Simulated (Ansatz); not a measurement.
# CH4GeOS: rigid torsion scan, by script

Wanted for CH4GeOS: a rigid torsion scan.

Program: Ansatz 0.2.0, driven from Python. Level of theory: Hartree-Fock/def2-SVP. These are calculated values, not measurements.

## 1. Starting point

Bond lengths: O1–C2 1.247 Å, C2–S3 1.771 Å, C2–Ge4 1.855 Å, S3–H5 1.396 Å, Ge4–H6 1.599 Å, Ge4–H7 1.533 Å, Ge4–H8 1.561 Å. Angles: O1–C2–S3 118.6°, O1–C2–Ge4 123.6°, S3–C2–Ge4 117.8°, C2–S3–H5 93.4°, C2–Ge4–H6 110.6°, C2–Ge4–H7 112.6°, C2–Ge4–H8 109.7°, H6–Ge4–H7 108.5°, H6–Ge4–H8 106.8°, H7–Ge4–H8 108.5°.

No structure file is read: the coordinates are typed or built in the script.

## 2. The script

Input file ch4geos_torsion.py:

```python
"""Energy of CH4GeOS as one group turns about a bond."""

from dataclasses import dataclass
import warnings

import ansatz as az
from ase import Atoms


@dataclass(frozen=True)
class Options:
    basis_set: str = "def2-SVP"
    xc: str = "hf"
    fmax: float = 0.02


opts = Options()


def main() -> None:
    warnings.simplefilter("ignore", az.DeckWarning)

    atoms = Atoms(["O", "C", "S", "Ge", "H", "H", "H", "H"], positions=[
        (0.685, -0.763, 1.7343),
        (0.6165, -0.3322, 0.5659),
        (2.1188, 0.0873, -0.2733),
        (-0.9752, -0.1519, -0.3697),
        (2.0757, 1.4206, 0.1396),
        (-1.9586, 0.8605, 0.3817),
        (-0.7624, 0.3502, -1.8025),
        (-1.7077, -1.5286, -0.4319),
    ])

    # start the scan from a relaxed geometry
    first = (
        az.Crystal.molecule_from_ase(atoms).calculation()
        .basis(gaussian=opts.basis_set)
        .functional(opts.xc)
        .relax(force_tolerance=opts.fmax, max_steps=80)
    )
    atoms.positions = first.run(threads=1, backend="cpu").report["positions_ang"]

    start = atoms.get_dihedral(0, 1, 2, 4)
    energies = {}
    for turn in range(0, 360, 40):
        turned = atoms.copy()
        turned.set_dihedral(0, 1, 2, 4, start + turn, indices=[2, 4])
        calc = az.Crystal.molecule_from_ase(turned).calculation()
        calc = calc.basis(gaussian=opts.basis_set)
        calc = calc.functional(opts.xc)
        energies[round((start + turn) % 360)] = calc.run(threads=1, backend="cpu").report["free_energy_ev"]
    floor = min(energies.values())
    print("dihedral O0-C1-S2-H4 (deg)   E - E(min) (kcal/mol)")
    for angle, e in sorted(energies.items()):
        print(f"{angle:8d} {23.060548 * (e - floor):14.3f}  " + "#" * int(30 * (e - floor) / max(max(energies.values()) - floor, 1e-9)))


if __name__ == "__main__":
    main()
```

## 3. The run

On the command line:

```sh
$ python ch4geos_torsion.py
```

Q: Predict the main results. Wanted: range of energy; lowest point, turn.

**Answer**, as computed:

| quantity | value |
| --- | --- |
| runs compared | 9 |
| range of energy | 0.373 eV |
| lowest point, turn (°) | 200 |

**Reading.** The lowest point lies at a turn of 200°, the highest 0.373 eV (36.0 kJ/mol) above it at 80°. The grid can miss the true lowest and highest points, and the rest of the molecule is held rigid. Run 0: After 24 moves the largest shift is 1.113 Å, of atom 5 (H). So large a move can change the bonding: the results belong to the relaxed structure. The scan is rigid and the energies are electronic, in a modest basis. With rigid groups the curve can differ much from the relaxed path, the start wasn't checked as a minimum of this torsion, and equivalent turns needn't return to the same energy.
